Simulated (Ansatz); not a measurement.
**C₂H₃GaO: an energy map over bond length O1–C2 and bond length O1–H5**

How does the energy of C2H3GaO, SMILES O[C]1=[CH][GaH]1 change over two coordinates at once? A grid of runs gives the map.

Computed with Ansatz 0.2.0. Level: RHF/def2-TZVP.

### 1 Starting geometry

SMILES `O[C]1=[CH][GaH]1`, 7 atoms, charge 0, spin multiplicity 1.

Atoms are counted from 1 here; the program's logs count them from 0.

Bond lengths: O1–C2 1.346 Å, O1–H5 0.976 Å, C2–C3 1.380 Å, C2–Ga4 1.927 Å, C3–Ga4 1.898 Å, C3–H6 1.105 Å, Ga4–H7 1.547 Å. Angles: C2–O1–H5 107.7°, O1–C2–C3 128.7°, O1–C2–Ga4 163.6°, C3–C2–Ga4 67.7°, C2–C3–Ga4 70.0°, C2–C3–H6 132.4°, Ga4–C3–H6 157.6°, C2–Ga4–C3 42.3°, C2–Ga4–H7 156.6°, C3–Ga4–H7 161.1°.

As a file:

```
O    -1.6461    0.7852   -0.1325
C    -0.4354    0.2000   -0.0644
C     0.3561   -0.0214    1.0446
Ga    1.2194   -0.6816   -0.5110
H    -1.9249    0.7808   -1.0678
H     0.2177    0.2091    2.1167
H     2.2745   -1.3400   -1.4315
```

This geometry comes from a loose relaxation at PBE in a small basis, which is not shown.

### 3 Plan of the scan

- bond length O1–C2: 11 values from 1.147 to 1.867 Å
- bond length O1–H5: 11 values from 0.790 to 1.223 Å

Nothing else is relaxed (all other coordinates rigid). Energies count from the relaxed molecule at the same level.

(The set-up runs are not shown.)

### 4 Point bond length O1–C2 = 1.363 Å, bond length O1–H5 = 0.920 Å

Contents of input.yaml:

```yaml
crystal:
  periodic: [false, false, false]
  atoms:
    - { symbol: O, position_ang: [-1.615918, 0.771601, -0.124452] }
    - { symbol: C, position_ang: [-0.390548, 0.177446, -0.067726] }
    - { symbol: C, position_ang: [0.375198, -0.033661, 1.025399] }
    - { symbol: Ga, position_ang: [1.255729, -0.696944, -0.494415] }
    - { symbol: H, position_ang: [-1.918076, 0.78865, -0.99325] }
    - { symbol: H, position_ang: [0.199548, 0.209252, 2.059081] }
    - { symbol: H, position_ang: [2.295034, -1.349011, -1.424463] }
basis:
  gaussian: { orbitals: def2-TZVP }
hamiltonian:
  xc: hf
output:
  forces: true
```

Launch:

```
> ansatz run input.yaml --threads 1 --pin off --max-ram 2560MiB --backend cpu --events-out ev --progress --plain --runs-dir out
```

The session goes on with these runs: all other points of the grid.

**Question.** What will these runs give? Wanted: lowest point; highest computed point; largest force on an atom; dipole moment.

The runs gave:

| quantity | value |
| --- | --- |
| lowest point | bond length O1–C2 = 1.363 Å, bond length O1–H5 = 0.920 Å, 3.1 kJ/mol |
| highest computed point | bond length O1–C2 = 1.867 Å, bond length O1–H5 = 1.223 Å, 366 kJ/mol above the lowest |
| largest force on an atom (eV/Å) | 1.3 at bond length O1–C2 = 1.363 Å, bond length O1–H5 = 0.964 Å to 19.1 at bond length O1–C2 = 1.723 Å, bond length O1–H5 = 0.790 Å; 2.1 at the lowest point |
| dipole moment (D) | 2.12 at bond length O1–C2 = 1.219 Å, bond length O1–H5 = 0.790 Å to 5.21 at bond length O1–C2 = 1.867 Å, bond length O1–H5 = 0.790 Å; 2.44 at the lowest point |
| time for the whole task | 9 min on 1 thread, shared host |

In words: The lowest computed point is at bond length O1–C2 = 1.363 Å, bond length O1–H5 = 0.920 Å, 3.1 kJ/mol from the relaxed molecule at the same level. No other kind of well shows on this grid. The highest computed point, bond length O1–C2 = 1.867 Å, bond length O1–H5 = 1.223 Å, lies 366 kJ/mol above the lowest. Round the minimum the two coordinates are nearly uncoupled.
